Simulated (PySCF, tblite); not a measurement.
# CH₅BGeO₄, a small gas-phase stand-in for a defect centre: NMR shifts, core binding energies, electronic excitations and spin-spin couplings

What NMR shifts, core binding energies, electronic excitations and spin-spin couplings should one expect for `OB(O)O[C][O][GeH3]`? It is drawn as: twofold C.

Programs: tblite 0.8.0 and PySCF 2.14.0. All values are calculated, for the isolated system unless a continuum is named. Atoms count from 0, parts from 1.

## Step 1: The system as given

12 atoms, charge 0, multiplicity 1; geometry: distance geometry start.

## Step 2: Geometry optimisation with GFN2-xTB

Job settings and geometry (Å):

```
{"job": {"kind": "relax", "xc": "GFN2-xTB", "basis": "xTB"}, "charge": 0, "multiplicity": 1}
C      0.794741    -0.467248     0.664212
O      0.942849     0.901200     0.861763
Ge    -0.376313     2.159210     0.575195
O      0.423175    -1.796831     0.528999
B     -0.897402    -2.278760     0.009102
O     -1.302233    -1.741530    -1.335020
O     -1.995916    -2.382107     1.001384
H     -0.457397     2.476017    -0.917635
H     -0.077181     3.422990     1.302307
H     -1.706866     1.629597     1.043958
H     -2.013005    -2.098784    -1.882221
H     -2.201340    -3.172580     1.542151
```

Level: GFN2-xTB geometry optimisation, gas phase.

The run is started by

```bash
OMP_NUM_THREADS=1 python cluster_run.py task.json out
```

The driver reads the jobs from task.json and runs them one after another.

The program printed:

```text
step      E/eV     max force
  0    -653.56664    5.366
  1    -654.84107    4.402
  2    -656.48607    3.415
  3    -657.03279    2.695
  4    -657.21262    1.394
  5    -657.35259    1.308
  6    -657.42370    1.216
  7    -657.62222    1.604
  8    -657.73444    1.294
  9    -657.87429    1.118
 10    -657.97484    1.070
 11    -658.02553    0.715
 12    -658.04156    0.833
 13    -658.06839    0.501
 14    -658.10417    0.475
 15    -658.13958    0.410
 16    -658.15681    0.333
 17    -658.16930    0.313
 18    -658.18348    0.328
 19    -658.19637    0.246
 20    -658.20451    0.185
 21    -658.20854    0.184
 22    -658.21234    0.226
 23    -658.21806    0.226
 24    -658.22589    0.271
 25    -658.23442    0.271
 26    -658.24358    0.350
 27    -658.25540    0.424
 28    -658.27236    0.426
 29    -658.29660    0.384
 30    -658.33046    0.477
 31    -658.36553    0.622
 32    -658.40310    0.882
 33    -658.43701    0.705
 34    -658.46569    0.968
 35    -658.47327    0.513
 36    -658.50285    0.317
 37    -658.51739    0.286
 38    -658.53759    0.372
 39    -658.55116    0.361
 40    -658.56671    0.279
 41    -658.57627    0.230
 42    -658.58176    0.176
 43    -658.58552    0.153
 44    -658.58814    0.124
 45    -658.59077    0.136
 46    -658.59412    0.166
 47    -658.59850    0.190
 48    -658.60293    0.219
 49    -658.60640    0.180
 50    -658.60891    0.122
 51    -658.61084    0.150
 52    -658.61272    0.149
 53    -658.61496    0.174
 54    -658.61731    0.143
 55    -658.61985    0.152
 56    -658.62223    0.122
 57    -658.62390    0.120
 58    -658.62488    0.100
 59    -658.62565    0.074
 60    -658.62646    0.086
 61    -658.62729    0.089
 62    -658.62812    0.076
 63    -658.62899    0.078
 64    -658.62988    0.081
 65    -658.63063    0.066
 66    -658.63110    0.061
 67    -658.63142    0.053
 68    -658.63179    0.072
 69    -658.63230    0.081
 70    -658.63292    0.071
 71    -658.63357    0.073
 72    -658.63419    0.060
 73    -658.63483    0.072
 74    -658.63553    0.076
 75    -658.63629    0.067
 76    -658.63700    0.060
 77    -658.63766    0.089
 78    -658.63851    0.103
 79    -658.63987    0.121
 80    -658.64160    0.122
 81    -658.64295    0.085
 82    -658.64359    0.058
 83    -658.64394    0.056
 84    -658.64428    0.068
 85    -658.64474    0.064
 86    -658.64539    0.055
 87    -658.64589    0.076
 88    -658.64638    0.057
 89    -658.64702    0.072
 90    -658.64760    0.048
 91    -658.64794    0.036
 92    -658.64807    0.026
 93    -658.64813    0.022
 94    -658.64817    0.015
 95    -658.64820    0.015
 96    -658.64825    0.015
 97    -658.64830    0.014
 98    -658.64833    0.010
 99    -658.64834    0.006
```

It took 2 s on 1 thread of Arm Neoverse V2, shared host.

Along the way:

```csv
step,energy from step 0 (eV),largest force (eV/Å)
0,0.0000,5.3653
4,-3.6460,1.3939
8,-4.1678,1.2938
12,-4.4749,0.8335
16,-4.5902,0.3324
20,-4.6379,0.1848
24,-4.6593,0.2709
28,-4.7057,0.4257
32,-4.8365,0.8823
36,-4.9362,0.3166
40,-5.0001,0.2791
44,-5.0215,0.1231
48,-5.0363,0.2185
52,-5.0461,0.1496
56,-5.0556,0.1220
60,-5.0598,0.0862
64,-5.0632,0.0803
68,-5.0652,0.0714
72,-5.0675,0.0608
76,-5.0704,0.0605
80,-5.0750,0.1221
84,-5.0776,0.0685
88,-5.0797,0.0573
92,-5.0814,0.0263
96,-5.0816,0.0157
99,-5.0817,0.0064
```

Close pairs (by a distance rule), those that changed most:

```csv
bond,before (Å),after (Å),change (Å)
O3–B4,1.499,1.361,-0.137
B4–O5,1.503,1.367,-0.136
B4–O6,1.484,1.354,-0.130
C0–O1,1.391,1.275,-0.115
C0–O3,1.387,1.341,-0.046
Ge2–H7,1.528,1.493,-0.035
O1–Ge2,1.845,1.822,-0.023
O6–H11,0.980,0.957,-0.023
```

## Step 3: Geometry optimisation at PBE0-D3(BJ)/def2-SVP

Job settings and geometry (Å):

```
{"job": {"xc": "PBE0", "basis": "def2-SVP", "d3": "d3bj", "grid": 2, "kind": "geom", "shake": 0.01}, "charge": 0, "multiplicity": 1}
C      1.878302    -0.389437     0.756640
O      1.561949     0.836404     0.448899
Ge     0.151925     1.890433    -0.072771
O      0.900622    -1.264753     0.724247
B     -0.284732    -1.336218    -0.009723
O     -0.556069    -0.455377    -1.021848
O     -1.143499    -2.345227     0.219718
H      0.200518     1.975915    -1.560161
H      0.720488     3.159010     0.569999
H     -1.161542     1.564385     0.569174
H     -1.319423    -0.718131    -1.537658
H     -0.910049    -2.944588     0.930484
```

The program printed:

```text
step   0  E = -2442.75261592  max force = 0.029116
step   1  E = -2442.75800296  max force = 0.007957
step   2  E = -2442.75802438  max force = 0.010751
step   3  E = -2442.75925491  max force = 0.003775
step   4  E = -2442.75986532  max force = 0.003618
step   5  E = -2442.76023889  max force = 0.004636
step   6  E = -2442.76040015  max force = 0.003941
step   7  E = -2442.76058856  max force = 0.001342
step   8  E = -2442.76068779  max force = 0.002526
step   9  E = -2442.76075545  max force = 0.002112
step  10  E = -2442.76079485  max force = 0.001270
step  11  E = -2442.76081114  max force = 0.000536
step  12  E = -2442.76081673  max force = 0.000364
optimisation converged
```

Wall time 2.7 min (1 thread of Arm Neoverse V2, shared host); peak memory 0.72 GiB.

Along the way:

```csv
step,energy from step 0 (eV),largest force component (eV/Å)
0,0.0000,1.4972
1,-0.1466,0.4092
2,-0.1472,0.5528
3,-0.1807,0.1941
4,-0.1973,0.1860
5,-0.2074,0.2384
6,-0.2118,0.2027
7,-0.2169,0.0690
8,-0.2196,0.1299
9,-0.2215,0.1086
10,-0.2226,0.0653
11,-0.2230,0.0276
12,-0.2232,0.0187
```

Distances of close pairs at the start and the end, largest changes first:

```csv
bond,before (Å),after (Å),change (Å)
C0–O3,1.313,1.351,+0.038
Ge2–H9,1.498,1.535,+0.037
Ge2–H7,1.491,1.527,+0.037
O1–Ge2,1.836,1.865,+0.029
O3–B4,1.396,1.377,-0.019
C0–O1,1.303,1.287,-0.016
B4–O6,1.345,1.358,+0.013
B4–O5,1.369,1.360,-0.009
```

The final coordinates are the input of the step that follows.

```csv
at the end point,value
point group (found at 0.08 Å tolerance),C1
"rotational constants (GHz, main isotopes)","3.081, 1.142, 0.971"
dipole moment (D),4.35
```

## Step 4: NMR shieldings: PBE0/pcSseg-1

Job settings and geometry (Å):

```
{"job": {"kind": "nmr", "xc": "PBE0", "basis": "pcSseg-1"}, "charge": 0, "multiplicity": 1}
C      1.928981    -0.413685     0.525658
O      1.725855     0.825353     0.244723
Ge     0.192909     1.876471     0.089189
O      0.778035    -1.093067     0.721677
B     -0.296523    -1.327558    -0.106926
O     -0.309865    -0.800877    -1.360784
O     -1.328080    -2.091456     0.336428
H      0.034053     2.156787    -1.403765
H      0.618098     3.119686     0.878305
H     -1.042286     1.219385     0.720677
H     -1.088623    -1.076505    -1.855623
H     -1.173992    -2.422198     1.227453
```

Level: GIAO PBE0/pcSseg-1 NMR shielding, non-relativistic, gas phase.

The program printed:

```text
coarse grid: 50856 points
cycle   1  E = -2442.7885662751  dE =  4.292e-01  |g| = 1.390e+00  |ddm| = 3.275e+00
cycle   2  E = -2442.5405555108  dE =  2.480e-01  |g| = 1.809e+00  |ddm| = 1.628e+00
cycle   3  E = -2443.0251263676  dE = -4.846e-01  |g| = 2.626e-01  |ddm| = 1.046e+00
cycle   4  E = -2443.0351113812  dE = -9.985e-03  |g| = 1.145e-01  |ddm| = 1.920e-01
cycle   5  E = -2443.0372560390  dE = -2.145e-03  |g| = 2.323e-02  |ddm| = 6.909e-02
cycle   6  E = -2443.0373285501  dE = -7.251e-05  |g| = 6.335e-03  |ddm| = 1.351e-02
cycle   7  E = -2443.0373338355  dE = -5.285e-06  |g| = 1.734e-03  |ddm| = 3.829e-03
final grid: 107152 points
cycle   8  E = -2443.0373360972  dE =  5.697e-07  |g| = 2.594e-03  |ddm| = 2.287e-03
cycle   9  E = -2443.0373345307  dE =  1.567e-06  |g| = 4.014e-03  |ddm| = 3.185e-03
cycle  10  E = -2443.0373371926  dE = -2.662e-06  |g| = 2.130e-04  |ddm| = 1.947e-03
cycle  11  E = -2443.0373371991  dE = -6.488e-09  |g| = 2.226e-05  |ddm| = 1.274e-04
cycle  12  E = -2443.0373371991  dE = -7.230e-11  |g| = 9.465e-06  |ddm| = 1.808e-05
converged SCF energy = -2443.0373371991

GIAO shielding tensors (ppm)
atom      isotropic    diamagn.    paramagn.     s11        s22        s33       span
  0 C     -142.479     243.005    -385.484   -485.796     -9.869     68.227    554.023
  1 O       15.077     401.275    -386.198   -150.587    -15.016    210.835    361.422
  2 Ge    1476.530    2757.619   -1281.090   1354.618   1483.714   1591.258    236.640
  3 O       22.716     400.100    -377.384   -158.761     94.295    132.615    291.377
  4 B       87.204     198.747    -111.543     68.891     87.861    104.860     35.968
  5 O      246.504     390.990    -144.486    180.002    272.462    287.046    107.044
  6 O      247.504     387.468    -139.964    176.685    267.499    298.328    121.643
  7 H       26.283      28.786      -2.503     20.242     22.315     36.291     16.050
  8 H       26.374      27.899      -1.525     20.048     21.636     37.439     17.391
  9 H       25.672      30.443      -4.772     18.610     24.152     34.253     15.643
 10 H       28.034      31.362      -3.328     21.325     23.842     38.935     17.610
 11 H       27.814      31.337      -3.522     21.367     23.558     38.517     17.150
```

Wall time 20 s (1 thread of Arm Neoverse V2, shared host); peak memory 0.92 GiB.

The references, computed at this level on geometries of the same kind, shield at (ppm): $^{1}$H TMS 31.27, $^{13}$C TMS 184.4, $^{17}$O H2O 334.6, $^{11}$B BF3·OEt2 100.7, $^{73}$Ge GeMe4 1330. Their shielding less the atom's gives the shift. The references are single molecules in the gas phase, so shifts against H2O, NH3, PH3, H3PO4 or CFCl3 are not on the usual liquid scales and can be off by tens of ppm.

```csv
atoms,environment,σ (ppm),δ (ppm)
C0,carbon bonded to 2 O,-142.5,326.9
H9,hydrogen on a germanium bonded to O,25.67,5.60
H7,hydrogen on a germanium bonded to O,26.28,4.98
H8,hydrogen on a germanium bonded to O,26.37,4.89
H11,hydrogen on an oxygen bonded to B,27.81,3.45
H10,hydrogen on an oxygen bonded to B,28.03,3.23
O1,"oxygen bonded to C, Ge",15.1,319.5
O3,"oxygen bonded to C, B",22.7,311.8
O5,"oxygen bonded to B, H",246.5,88.1
O6,"oxygen bonded to B, H",247.5,87.1
Ge2,"germanium bonded to O, 3 H",1477,-146
B4,boron bonded to 3 O,87.2,13.5
```

The run also stored atomic charges by several schemes (e):

```csv
atoms,Mulliken,IAO,Hirshfeld,ESP fit
C0,0.30,0.20,-0.01,-0.38
O1,-0.56,-0.44,-0.18,-0.07
Ge2,0.41,0.62,0.39,0.52
O3,-0.47,-0.38,-0.18,-0.08
B4,0.61,0.59,0.29,0.61
O5,-0.43,-0.56,-0.25,-0.46
O6,-0.41,-0.57,-0.27,-0.66
```

Mayer bond orders: C0–O1 1.32, O1–Ge2 0.60, C0–O3 0.98, O3–B4 0.99, B4–O5 1.16, B4–O6 1.23.

## Step 5: Core holes by ΔSCF: SCAN, X2C

The job, as its differences from that of step 4:

```diff
@@ -1,2 +1,2 @@
-{"job": {"kind": "nmr", "xc": "PBE0", "basis": "pcSseg-1"}, "charge": 0, "multiplicity": 1}
+{"job": {"kind": "xps", "holes": 5}, "charge": 0, "multiplicity": 1}
 C      1.928981    -0.413685     0.525658
```

Method: delta-SCF UKS SCAN, pcX-2 on the ionised atom, pcseg-1 elsewhere, spin-free X2C.

The program printed:

```text
ground state, core basis on atom 0 (C), 167 functions
  cycle   1  E = -2460.73001253  |g| = 1.07e+00
  cycle   2  E = -2460.32093487  |g| = 1.80e+00
  cycle   3  E = -2460.92131284  |g| = 2.87e-01
  cycle   4  E = -2460.93584735  |g| = 1.02e-01
  cycle   5  E = -2460.93780565  |g| = 2.49e-02
  cycle   6  E = -2460.93789069  |g| = 1.41e-02
  cycle   7  E = -2460.93792632  |g| = 2.07e-03
  cycle   8  E = -2460.93792688  |g| = 7.12e-04
  cycle   9  E = -2460.93792785  |g| = 7.82e-05
  E(ground) = -2461.08740466 Eh
hole in C 1s of atom 0
  cycle   1  E = -2449.59313200  |g| = 1.48e+00
  cycle   2  E = -2445.99667764  |g| = 3.01e+00
  cycle   3  E = -2449.83655303  |g| = 8.50e-01
  cycle   4  E = -2449.98679564  |g| = 6.43e-01
  cycle   5  E = -2450.08042222  |g| = 4.13e-01
  cycle   6  E = -2450.13530135  |g| = 1.66e-01
  cycle   7  E = -2450.14665361  |g| = 4.07e-02
  cycle   8  E = -2450.14729381  |g| = 1.57e-02
  cycle   9  E = -2450.14744572  |g| = 6.62e-03
  cycle  10  E = -2450.14749506  |g| = 3.38e-03
  cycle  11  E = -2450.14751502  |g| = 2.14e-03
  cycle  12  E = -2450.14751726  |g| = 1.54e-03
  cycle  13  E = -2450.14752045  |g| = 5.17e-04
  cycle  14  E = -2450.14752032  |g| = 2.70e-04
  E(ion) = -2450.29614055 Eh   <S^2> = 0.8227   hole on atom = 1.000   binding energy = 293.645 eV
ground state, core basis on atom 1 (O), 167 functions
  cycle   1  E = -2460.96335038  |g| = 1.10e-01
  cycle   2  E = -2460.95980183  |g| = 1.52e-01
  cycle   3  E = -2460.96333953  |g| = 6.34e-02
  cycle   4  E = -2460.96404917  |g| = 1.28e-02
  cycle   5  E = -2460.96408750  |g| = 2.15e-03
  cycle   6  E = -2460.96408946  |g| = 5.39e-04
  cycle   7  E = -2460.96408955  |g| = 2.25e-04
  E(ground) = -2461.11118408 Eh
hole in O 1s of atom 1
  cycle   1  E = -2440.31712980  |g| = 2.23e+00
  cycle   2  E = -2439.34036989  |g| = 2.48e+00
  cycle   3  E = -2440.94670647  |g| = 7.24e-01
  cycle   4  E = -2440.99294874  |g| = 6.49e-01
  cycle   5  E = -2441.15305145  |g| = 1.19e-01
  cycle   6  E = -2441.15655796  |g| = 7.01e-02
  cycle   7  E = -2441.15829504  |g| = 1.40e-02
  cycle   8  E = -2441.15836063  |g| = 6.09e-03
  cycle   9  E = -2441.15837692  |g| = 2.01e-03
  cycle  10  E = -2441.15837991  |g| = 8.00e-04
  cycle  11  E = -2441.15838067  |g| = 4.11e-04
  E(ion) = -2441.30596864 Eh   <S^2> = 0.7648   hole on atom = 1.000   binding energy = 538.927 eV
ground state, core basis on atom 3 (O), 167 functions
  cycle   1  E = -2460.96132431  |g| = 1.55e-01
  cycle   2  E = -2460.94672861  |g| = 3.03e-01
  cycle   3  E = -2460.96391916  |g| = 4.05e-02
  cycle   4  E = -2460.96420880  |g| = 1.37e-02
  cycle   5  E = -2460.96425138  |g| = 3.19e-03
  cycle   6  E = -2460.96425136  |g| = 5.40e-04
  cycle   7  E = -2460.96424895  |g| = 2.38e-04
  E(ground) = -2461.11074883 Eh
hole in O 1s of atom 3
  cycle   1  E = -2440.32467067  |g| = 2.23e+00
  cycle   2  E = -2439.43818664  |g| = 2.45e+00
  cycle   3  E = -2440.88290422  |g| = 8.21e-01
  cycle   4  E = -2440.94748392  |g| = 7.24e-01
  cycle   5  E = -2441.14590349  |g| = 1.37e-01
  cycle   6  E = -2441.15078590  |g| = 7.93e-02
  cycle   7  E = -2441.15305298  |g| = 9.27e-03
  cycle   8  E = -2441.15307375  |g| = 6.62e-03
  cycle   9  E = -2441.15309024  |g| = 1.77e-03
  cycle  10  E = -2441.15309360  |g| = 4.96e-04
  E(ion) = -2441.29905465 Eh   <S^2> = 0.7631   hole on atom = 1.000   binding energy = 539.104 eV
ground state, core basis on atom 4 (B), 167 functions
  cycle   1  E = -2460.93382703  |g| = 1.05e-01
  cycle   2  E = -2460.92999318  |g| = 1.73e-01
  cycle   3  E = -2460.93527137  |g| = 3.14e-02
  cycle   4  E = -2460.93540540  |g| = 1.93e-02
  cycle   5  E = -2460.93547145  |g| = 5.25e-03
  cycle   6  E = -2460.93547752  |g| = 9.93e-04
  cycle   7  E = -2460.93547817  |g| = 2.29e-04
  E(ground) = -2461.08527446 Eh
hole in B 1s of atom 4
  cycle   1  E = -2453.24720848  |g| = 1.18e+00
  cycle   2  E = -2451.46939187  |g| = 1.98e+00
  cycle   3  E = -2453.36926676  |g| = 6.77e-01
  cycle   4  E = -2453.60119930  |g| = 2.63e-01
  cycle   5  E = -2453.62609415  |g| = 1.41e-01
  cycle   6  E = -2453.63309100  |g| = 5.73e-02
  cycle   7  E = -2453.63441072  |g| = 1.97e-02
  cycle   8  E = -2453.63458389  |g| = 9.05e-03
  cycle   9  E = -2453.63464319  |g| = 3.88e-03
  cycle  10  E = -2453.63466044  |g| = 3.41e-03
  cycle  11  E = -2453.63466420  |g| = 3.11e-03
  cycle  12  E = -2453.63467173  |g| = 7.83e-04
  cycle  13  E = -2453.63467514  |g| = 5.86e-04
  cycle  14  E = -2453.63467440  |g| = 4.84e-04
  E(ion) = -2453.78401841 Eh   <S^2> = 0.8115   hole on atom = 1.000   binding energy = 198.677 eV
ground state, core basis on atom 5 (O), 167 functions
  cycle   1  E = -2460.96330789  |g| = 1.01e-01
  cycle   2  E = -2460.96254243  |g| = 8.03e-02
  cycle   3  E = -2460.96311017  |g| = 5.53e-02
  cycle   4  E = -2460.96361453  |g| = 6.46e-03
  cycle   5  E = -2460.96362159  |g| = 1.60e-03
  cycle   6  E = -2460.96362332  |g| = 6.30e-04
  cycle   7  E = -2460.96362419  |g| = 6.53e-05
  E(ground) = -2461.10990019 Eh
hole in O 1s of atom 5
  cycle   1  E = -2440.33098088  |g| = 2.22e+00
  cycle   2  E = -2438.18872751  |g| = 2.56e+00
  cycle   3  E = -2440.52239295  |g| = 1.05e+00
  cycle   4  E = -2441.01086611  |g| = 4.64e-01
  cycle   5  E = -2441.08363651  |g| = 3.21e-01
  cycle   6  E = -2441.11800281  |g| = 1.73e-01
  cycle   7  E = -2441.13106550  |g| = 3.06e-02
  cycle   8  E = -2441.13141731  |g| = 1.37e-02
  cycle   9  E = -2441.13147849  |g| = 5.52e-03
  cycle  10  E = -2441.13148833  |g| = 1.22e-03
  cycle  11  E = -2441.13148914  |g| = 8.65e-04
  cycle  12  E = -2441.13148972  |g| = 1.92e-04
  E(ion) = -2441.27835296 Eh   <S^2> = 0.7606   hole on atom = 1.000   binding energy = 539.644 eV
```

It took 46 s on 1 thread of Arm Neoverse V2, shared host; peak memory 0.61 GiB.

The holes in one table. −ε is the ground-state orbital energy:

```csv
hole,stands for,environment,ΔSCF (eV),−ε (eV),⟨S²⟩
C1s on C0,C0,carbon bonded to 2 O,293.65,276.3,0.823
O1s on O1,O1,"oxygen bonded to C, Ge",538.93,517.8,0.765
O1s on O3,O3,"oxygen bonded to C, B",539.10,517.6,0.763
B1s on B4,B4,boron bonded to 3 O,198.68,182.3,0.811
O1s on O5,O5,"oxygen bonded to B, H",539.64,517.4,0.761
```

## Step 6: TDDFT and polarisability: CAM-B3LYP/def2-SVPD

The job, as its differences from that of step 5:

```diff
@@ -1,2 +1,2 @@
-{"job": {"kind": "xps", "holes": 5}, "charge": 0, "multiplicity": 1}
+{"job": {"kind": "uv", "xc": "CAM-B3LYP", "basis": "def2-SVPD", "nstates": 6, "ntriplets": 2, "ip": true}, "charge": 0, "multiplicity": 1}
 C      1.928981    -0.413685     0.525658
```

Level: TDDFT CAM-B3LYP/def2-SVPD, vertical, gas phase, core orbitals frozen in the response.

The program printed:

```text
coarse grid: 50856 points
cycle   1  E = -2443.2068771300  dE =  4.760e-01  |g| = 1.144e+00  |ddm| = 4.750e+00
cycle   2  E = -2443.1135352444  dE =  9.334e-02  |g| = 1.395e+00  |ddm| = 2.699e+00
cycle   3  E = -2443.4366099926  dE = -3.231e-01  |g| = 1.338e-01  |ddm| = 1.311e+00
cycle   4  E = -2443.4390952903  dE = -2.485e-03  |g| = 7.126e-02  |ddm| = 1.773e-01
cycle   5  E = -2443.4399928256  dE = -8.975e-04  |g| = 1.181e-02  |ddm| = 8.269e-02
cycle   6  E = -2443.4400178225  dE = -2.500e-05  |g| = 5.612e-03  |ddm| = 2.784e-02
cycle   7  E = -2443.4400224069  dE = -4.584e-06  |g| = 9.291e-04  |ddm| = 8.996e-03
final grid: 107152 points
cycle   8  E = -2443.4399836915  dE = -9.965e-08  |g| = 1.042e-03  |ddm| = 5.601e-03
cycle   9  E = -2443.4399835614  dE =  1.300e-07  |g| = 1.381e-03  |ddm| = 2.439e-03
cycle  10  E = -2443.4399838906  dE = -3.291e-07  |g| = 4.737e-05  |ddm| = 1.063e-03
cycle  11  E = -2443.4399838914  dE = -8.076e-10  |g| = 1.835e-05  |ddm| = 3.112e-04
converged SCF energy = -2443.4399838914

Static polarisability (au): isotropic 73.445, principal 62.662 74.099 83.574

Singlet excitations
state   eV       nm        f      main configurations
  1   4.1356    299.8   0.01830   H->L+2 0.79, H->L+1 0.17
  2   5.6168    220.7   0.12215   H->L 0.92
  3   5.7755    214.7   0.10337   H->L+1 0.72, H->L+2 0.15
  4   6.4795    191.3   0.00716   H->L+3 0.88
  5   6.8138    182.0   0.01394   H->L+4 0.73, H->L+5 0.18
  6   6.8757    180.3   0.01213   H->L+5 0.71, H->L+4 0.19

Triplet excitations (Tamm-Dancoff, eV): 2.2680 4.9882
Vertical ionisation energy (delta-SCF) = 8.5895 eV
```

Run time: 77 s. Hardware: 1 thread of Arm Neoverse V2, shared host; peak memory 1.1 GiB.

The orbitals next to the gap, with their largest atomic shares:

```csv
orbital,eV,atoms
HOMO−3,-11.53,"O5 35 %, O6 22 %, O1 9 %"
HOMO−2,-11.16,"Ge2 20 %, O1 20 %, O6 14 %"
HOMO−1,-10.94,"O1 33 %, O3 29 %, Ge2 10 %"
HOMO,-7.71,"C0 54 %, O1 18 %, O3 16 %"
LUMO,0.22,"Ge2 25 %, B4 24 %, H9 8 %"
LUMO+1,0.40,"Ge2 32 %, O1 11 %, B4 10 %"
LUMO+2,0.75,"C0 44 %, O1 20 %, O3 13 %"
```

With each of the 6 states as a Gaussian band of 0.4 eV half-width at 1/e, the curve within the window shown has maxima at 300 nm (ε 740), 218 nm (ε 8,800), 183 nm (ε 1,200) L/(mol cm). Beyond the last state computed it falls off for lack of states. The curve at chosen wavelengths:

nm, ε (L/mol/cm) and a bar:
```
      173        543 ##
      180       1130 ####
      187       1105 ####
      194       1068 ####
      201       2478 #########
      208       5692 ####################
      215       8449 ##############################
      223       8041 #############################
      230       5343 ###################
      237       2680 #########
      244       1066 ####
      251        360 #
      258        140 
      265        138 
      272        243 #
      279        405 #
      286        573 ##
      293        697 ##
      300        741 ##
      308        690 ##
      315        582 ##
      322        450 #
      329        323 #
      336        217 
      343        138 
      350         84
```

Further results of this job:

```csv
property,computed
dipole moment (D),4.39
polarisability (Å³),10.88
HOMO–LUMO gap (eV),7.93
−ε(HOMO) (eV),7.71
```

(Part 1 of 2 ends here.)
